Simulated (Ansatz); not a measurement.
# B2Se: the cost of one run

Program: Ansatz 0.2.0. Level of theory: DFT PBE, scalar-relativistic, plane waves, PAW. These are calculated values, not measurements.

2 further runs of the same task are left out: 1 that didn't finish, 1 set aside as unsound or not needed.

## (1) The structure to begin with

Symmetry: I4_1/amd, No. 141, tetragonal system. Conventional cell: a = 4.231 Å, b = 4.231 Å, c = 7.904 Å, α = 90.00°, β = 90.00°, γ = 90.00°. B (site symmetry 2mm) is surrounded by 3 Se at 2.08 to 2.12 Å. Around Se (site symmetry -4m2) lie 6 B at 2.08 to 2.12 Å.

As a file:

```
B Se
1.0
    -2.11544    2.11544    3.95203
     2.11544   -2.11544    3.95203
     2.11544    2.11544   -3.95203
B Se
4 2
Direct
  0.98696 0.48696 0.50000
  0.23696 0.23696 0.00000
  0.51304 0.01304 0.50000
  0.76304 0.76304 0.00000
  0.25000 0.75000 0.50000
  0.50000 0.50000 0.00000
```

A structure generator made this guess: species swapped into a database cell of Mo2N (I4_1/amd, No. 141), with B on the Mo sites and Se on the N sites. Its size is a rough estimate.

## (2) The guess as it stands, on a coarse mesh

File input.yaml:

```yaml
crystal:
  lattice:
    - [-2.11543994, 2.11543994, 3.95202906]
    - [2.11543994, -2.11543994, 3.95202906]
    - [2.11543994, 2.11543994, -3.95202906]
  atoms:
    - { symbol: B, position: [0.98696423, 0.48696423, 0.5] }
    - { symbol: B, position: [0.23696423, 0.23696423, 0.0] }
    - { symbol: B, position: [0.51303577, 0.01303577, 0.5] }
    - { symbol: B, position: [0.76303577, 0.76303577, 0.0] }
    - { symbol: Se, position: [0.25, 0.75, 0.5] }
    - { symbol: Se, position: [0.5, 0.5, 0.0] }
basis:
  ecutwfc: 420
kpoints:
  mp_grid: { grid: [6, 6, 6] }
hamiltonian:
  xc: pbe
scf:
  occupations: { method: gaussian, width: 0.1 }
  lower_state_search: "off"
output:
  forces: true
  stress: true
  eigenvalues: true
```

Started as:

```sh
> ansatz run input.yaml --threads 1 --pin off --max-ram 2560MiB --backend cpu --events-out ev --progress --plain --runs-dir out
```

What time and memory should one allow on 1 thread of Arm Neoverse N1, shared host?

About 6.4 s, with a peak of 0.35 GiB.
